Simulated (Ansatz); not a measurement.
# GaBrF2: a ladder of functionals and wavefunction methods

Aim: compute GaBrF2 with functionals from several rungs and with coupled cluster. The yardstick is the atomisation energy at the CCSD(T) limit.

The runs use Ansatz 0.2.0, Gaussian basis; functionals in def2-TZVPP, the program's frozen cores in correlated methods.

Levels to be run: LDA (SPW92), PBE-D4, revPBE-D4, BLYP-D4, r2SCAN-D4, B97M-V, PBE0-D4, B3LYP-D4, r2SCANh-D4, r2SCAN0-D4, HSE06-D4, BHLYP-D4, CAM-B3LYP-D4, LC-ωPBE, ωB97X-V, ωB97M-V, B2PLYP, PBE-QIDH; CCSD(T)/def2-SVP; CCSD(T)/def2-TZVPP; MP2/def2-QZVPP; extrapolation to the limit; RPA on PBE.

## (1) The relaxed structure

The geometry comes from an earlier relaxation with PBE0-D4 in a triple-zeta def2 set; it is a stationary point.

SMILES `[F][Ga]([F])[Br]`, 4 atoms, charge 0, spin multiplicity 1.

Atoms are counted from 1 here; the program's logs count them from 0.

Bond lengths: F1–Ga2 1.731 Å, Ga2–F3 1.731 Å, Ga2–Br4 2.237 Å. Angles: F1–Ga2–F3 115.9°, F1–Ga2–Br4 122.0°, F3–Ga2–Br4 122.0°.

## (2) LDA

This LDA is Slater exchange with PW92 correlation.

Contents of in.yaml:

```yaml
crystal:
  periodic: [false, false, false]
  atoms:
    - {symbol: F, position_ang: [-0.791095, -0.453218, 1.527764]}
    - {symbol: Ga, position_ang: [0.056936, -0.066348, 0.069418]}
    - {symbol: F, position_ang: [1.694237, -0.619757, -0.023202]}
    - {symbol: Br, position_ang: [-0.904479, 1.079023, -1.594181]}
basis:
  gaussian: {orbitals: def2-TZVPP}
hamiltonian: {xc: lda}
output: {orbitals: {seedname: orbitals}}
```

The runs that follow: PBE-D4 (GGA); revPBE-D4 (GGA); BLYP-D4 (GGA); r2SCAN-D4 (meta-GGA); B97M-V (meta-GGA); PBE0-D4 (hybrid); B3LYP-D4 (hybrid); r2SCANh-D4 (hybrid); r2SCAN0-D4 (hybrid); HSE06-D4 (hybrid); BHLYP-D4 (hybrid); CAM-B3LYP-D4 (range-separated); LC-ωPBE-D4 (range-separated); ωB97X-V (range-separated); ωB97M-V (range-separated); B2PLYP (double hybrid); PBE-QIDH (double hybrid); CCSD(T) in def2-SVP; CCSD(T) in def2-TZVPP; MP2 in def2-QZVPP; RPA on PBE orbitals.

**Question.** What will the summary of the whole plan be? Wanted: atomisation energy, CCSD(T)/CBS; farthest beyond LDA; mean size of error, GGA; mean size of error, meta-GGA; mean size of error, hybrid; mean size of error, range-separated; mean size of error, double hybrid; gap, smallest and largest; T1 diagnostic.

**Answer**, as computed:

```
                               quantity                                  value
        atomisation energy, CCSD(T)/CBS                          1280.2 kJ/mol
 functionals within 12.8 kJ/mol (1.0 %)    PBE-D4, r2SCAN-D4, LC-ωPBE, ωB97X-V
                    farthest beyond LDA               BHLYP-D4 (-110.9 kJ/mol)
                mean size of error, GGA                            32.5 kJ/mol
           mean size of error, meta-GGA                            10.9 kJ/mol
             mean size of error, hybrid                            51.6 kJ/mol
    mean size of error, range-separated                            20.9 kJ/mol
      mean size of error, double hybrid                            24.2 kJ/mol
              gap, smallest and largest  4.73 eV (BLYP-D4), 12.30 eV (LC-ωPBE)
                          T1 diagnostic                                 0.0123
triples share of the correlation energy                                  3.2 %
```

LDA overbinds by 212.8 kJ/mol (17 %). PBE-D4 is off by +9.7 kJ/mol. Double hybrids carry the basis error of their MP2 part in triple zeta, and no dispersion term here, so their miss is partly the set-up's. Taken by rung, meta-GGA functionals do best (10.9 kJ/mol on average) and hybrid ones worst beyond LDA (51.6 kJ/mol). The mean of the hybrids holds BHLYP, with half exact exchange. RPA and LDA stand outside this count. Misses under about 12.8 kJ/mol are within the doubt on the reference itself, which lacks core-valence correlation, relativity and higher excitations, and its outer-core shells are covered unevenly. All levels share the lack of spin-orbit coupling, which lowers the free heavy atoms and so the true binding. Hartree-Fock recovers 70 % of the binding; the rest is correlation. CCSD(T) in def2-SVP is off by -84.9 kJ/mol, more than most functionals: a good method in a small basis is no reference. Orbital gaps span 4.7 to 12.3 eV; exact exchange widens them. Correlated methods include outer-core shells of Br, Ga, which these sets cover unevenly.
